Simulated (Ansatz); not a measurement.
# CH7NOSn: a ladder of functionals and wavefunction methods

The task here is to estimate one member of a computed series from the others.

Computed with Ansatz 0.2.0, Gaussian basis. Level: functionals in def2-TZVPP, the program's frozen cores in correlated methods.

The runs, in order: PBE-D4, r2SCAN-D4, PBE0-D4, B3LYP-D4, ωB97X-V, ωB97M-V, B2PLYP; CCSD(T)/def2-TZVPP; MP2/def2-QZVPP; extrapolation to the limit.

## The relaxed structure

The geometry comes from an earlier relaxation with PBE0-D4 in a triple-zeta def2 set; it is a stationary point, not always the lowest conformer. Sn takes the def2 core potential; no spin-orbit term is included.

SMILES `[CH3][SnH]([NH2])[OH]`, 11 atoms, charge 0, spin multiplicity 1.

Atoms are counted from 1 here; the program's logs count them from 0.

Bond lengths: C1–Sn2 2.126 Å, C1–H5 1.090 Å, C1–H6 1.090 Å, C1–H7 1.090 Å, Sn2–N3 2.022 Å, Sn2–O4 1.969 Å, Sn2–H8 1.712 Å, N3–H9 1.010 Å, N3–H10 1.010 Å, O4–H11 0.960 Å. Angles: Sn2–C1–H5 109.1°, Sn2–C1–H6 110.8°, Sn2–C1–H7 109.3°, H5–C1–H6 109.4°, H5–C1–H7 108.9°, H6–C1–H7 109.4°, C1–Sn2–N3 115.6°, C1–Sn2–O4 102.9°, C1–Sn2–H8 116.8°, N3–Sn2–O4 104.4°, N3–Sn2–H8 106.6°, O4–Sn2–H8 109.6°, Sn2–N3–H9 116.0°, Sn2–N3–H10 115.1°, H9–N3–H10 108.5°, Sn2–O4–H11 111.4°.

Set-up of the first run:

File in.yaml:

```yaml
crystal:
  periodic: [false, false, false]
  atoms:
    - {symbol: C, position_ang: [-1.137346, 1.306253, -0.280339]}
    - {symbol: Sn, position_ang: [0.193667, -0.339860, -0.471373]}
    - {symbol: N, position_ang: [1.615279, -0.485034, 0.959821]}
    - {symbol: O, position_ang: [-0.977157, -1.891790, -0.158751]}
    - {symbol: H, position_ang: [-1.491608, 1.361550, 0.749070]}
    - {symbol: H, position_ang: [-0.638019, 2.239022, -0.542257]}
    - {symbol: H, position_ang: [-1.992073, 1.155908, -0.939874]}
    - {symbol: H, position_ang: [0.992915, -0.515814, -1.975005]}
    - {symbol: H, position_ang: [1.432445, 0.014274, 1.819074]}
    - {symbol: H, position_ang: [2.554161, -0.268040, 0.655776]}
    - {symbol: H, position_ang: [-0.486966, -2.633366, 0.204458]}
basis:
  gaussian: {orbitals: def2-TZVPP}
hamiltonian: {xc: pbe, dispersion: d4}
output: {forces: true, orbitals: {seedname: orbitals}}
```

On the command line:

```
$ ansatz run in.yaml --threads 4 --pin off --events-out ev --progress --plain --max-ram 10444MiB
```

Steps of the session up to this table: PBE-D4 (GGA); r2SCAN-D4 (meta-GGA); PBE0-D4 (hybrid); B3LYP-D4 (hybrid); ωB97X-V (range-separated); ωB97M-V (range-separated); B2PLYP (double hybrid); CCSD(T) in def2-TZVPP; MP2 in def2-QZVPP.

One of the session's tables, all rows but one given; the rest of the session is left out.

It belongs to the step «Atomisation energies». 

| method | atoms, summed (eV) | atomisation energy (kcal/mol) |
| --- | --- | --- |
| PBE-D4 | -10478.682 | 879.8 |
| r2SCAN-D4 | -10484.620 | 865.0 |
| PBE0-D4 | -10480.023 | 861.5 |
| B3LYP-D4 | -10487.330 | 867.3 |
| ωB97X-V | -10482.623 | 873.1 |
| ωB97M-V | -10481.316 | 870.2 |
| B2PLYP | -10475.950 | 858.1 |
| HF/def2-TZVPP | -10442.354 | 597.0 |
| MP2/def2-TZVPP | -10457.790 | 854.2 |
| CCSD/def2-TZVPP | -10459.152 | 835.3 |
| CCSD(T)/def2-TZVPP | -10459.509 | 848.9 |
| MP2/CBS | ? | ? |
| CCSD(T)/CBS | -10470.986 | 876.8 |

Estimate the missing values for MP2/CBS.

As computed: atoms, summed (eV): -10469.267; atomisation energy (kcal/mol): 882.1. In the column «atoms, summed (eV)» it lies between CCSD(T)/CBS (-10470.986) and CCSD(T)/def2-TZVPP (-10459.509).

Limits of these values: Free atoms (1 C, 1 Sn, 1 N, 1 O, 7 H) were run apart at each level; the atomisation energy is their sum less the molecule, without zero-point or spin-orbit terms.
